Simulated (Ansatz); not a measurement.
A nudged elastic band was laid between two geometries of a periodic cell of 17 atoms, CuSi$_{16}$ (host Si, host structure diamond, interstitial Cu).

Method: DFT PBE-D3(BJ), scalar-relativistic, plane waves, PAW in Ansatz. Settings: cutoff 420 eV, k mesh 2x2x2, gaussian smearing 0.05 eV, spin collinear.

```json
{
 "movable images": "7",
 "climbing image": "yes",
 "spring": "2.0 eV/Å²",
 "optimiser": "quadratic models (default)",
 "start path": "IDPP",
 "force threshold": "0.05 eV/Å",
 "iteration limit": "23",
 "end points": "relaxed"
}
```

Initial state:

```xyz
17
Lattice="0.0000 5.4300 5.4300 5.4300 0.0000 5.4300 5.4300 5.4300 0.0000" Properties=species:S:1:pos:R:3
Si -0.109 0.106 0.112
Si 1.370 1.395 1.401
Si 2.755 2.673 0.013
Si 4.033 4.058 1.401
Si 2.755 0.007 2.679
Si 4.033 1.395 4.063
Si 5.421 2.673 2.679
Si 6.895 3.963 3.969
Si 0.076 2.769 2.775
Si 1.236 4.192 4.198
Si 2.659 5.352 2.775
Si 4.128 6.729 4.148
Si 2.659 2.769 5.357
Si 4.129 4.142 6.735
Si 5.550 5.307 5.313
Si 6.715 6.729 6.735
Cu 8.838 7.450 7.455
```

Final state:

```xyz
17
Lattice="0.0000 5.4300 5.4300 5.4300 0.0000 5.4300 5.4300 5.4300 0.0000" Properties=species:S:1:pos:R:3
Si 0.055 -0.056 -0.073
Si 1.429 1.414 1.304
Si 2.593 2.836 -0.118
Si 4.015 4.000 1.304
Si 2.724 0.040 2.678
Si 4.111 1.318 4.063
Si 5.389 2.705 2.678
Si 6.679 4.180 3.967
Si 0.055 2.791 2.774
Si 1.478 3.951 4.196
Si 2.638 5.374 2.774
Si 4.015 6.844 4.148
Si 2.822 2.607 5.541
Si 4.111 4.085 6.829
Si 5.389 5.470 5.442
Si 6.774 6.748 6.829
Cu 10.170 6.119 7.458
```

Q: What changes between the two ends?

A: Contacts lost: Si13–Cu17, Si14–Cu17, Si16–Cu17. Contacts made: Si1–Cu17, Si2–Cu17, Si4–Cu17. The atom that moves furthest is Cu17, by 1.88 Å.

Q: What energy profile does the band end with?

A: It converged. The highest image is number 4 of 0 to 8, 0.043 eV above the ends, which have the same energy within 2 meV. The order of the stationary point at the top wasn't checked. Limits of this set-up: coarse k mesh.

```
image  path coordinate (Å)  energy (eV)  Si13–Cu17 (Å)  Si14–Cu17 (Å)  Si16–Cu17 (Å)
    0                 0.00        0.000           2.35           2.35           2.35
    1                 0.30        0.000           2.34           2.39           2.39
    2                 0.61        0.004           2.34           2.46           2.46
    3                 0.91        0.033           2.35           2.56           2.57
    4                 1.23        0.043           2.40           2.72           2.73
    5                 1.55        0.032           2.55           2.92           2.92
    6                 1.86        0.004           2.71           3.10           3.10
    7                 2.16        0.000           3.00           3.30           3.30
    8                 2.47        0.000           3.32           3.51           3.51
```

Q: What is the geometry of the highest image?

A: 
```xyz
17
Lattice="0.0000 5.4300 5.4300 5.4300 0.0000 5.4300 5.4300 5.4300 0.0000" Properties=species:S:1:pos:R:3
Si 0.001 -0.003 0.035
Si 1.366 1.373 1.395
Si 2.705 2.720 0.016
Si 4.054 4.061 1.391
Si 2.715 0.000 2.738
Si 4.070 1.354 4.096
Si 5.423 2.708 2.736
Si 6.784 4.069 4.082
Si 0.041 2.755 2.791
Si 1.362 4.075 4.163
Si 2.678 5.393 2.784
Si 4.073 6.787 4.113
Si 2.713 2.715 5.466
Si 4.089 4.080 6.826
Si 5.435 5.419 5.446
Si 6.776 6.769 6.821
Cu 9.509 6.792 6.900
```

Time of the run: 4.6 min on 2 threads of Arm Neoverse V2, on a shared host, peak memory 1.7 GiB.
